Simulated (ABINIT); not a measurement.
The system is Ge3Pd.

```
Pd Ge
1.0
     4.14202    0.00000    0.00000
     0.00000    4.14202    0.00000
     0.00000    0.00000    4.14202
Pd Ge
1 3
Direct
  0.00000 0.00000 0.00000
  0.50000 0.50000 0.00000
  0.50000 0.00000 0.50000
  0.00000 0.50000 0.50000
```

The cell comes from a database or a generator and needn't be the stable form of this composition.

Base run:

* Program: ABINIT 10.8.3 (patched build)
* Functional: r2SCAN
* Potentials or basis: JTH PAW PBE v2.0
* Cutoff: 707 eV
* k mesh: 7 × 7 × 7
* Occupations: fermi-dirac, width 0.05 eV
* Spin: no spin polarisation

Its results: band gap on the k mesh none (metal or under the smearing width); pressure -2.1 GPa.

Task: The run is repeated on the same cell with these changes: functional from r2SCAN to PBE; cutoff from 707 eV to 599 eV; fine-grid cutoff from 1306.15 eV to 1197.3 eV. What comes out?

Result: Band gap on the k mesh none (metal or under the smearing width); pressure -0.5 GPa.

Caveats: the PAW data sets were made with another functional, which shifts forces and pressure a little (some runs).
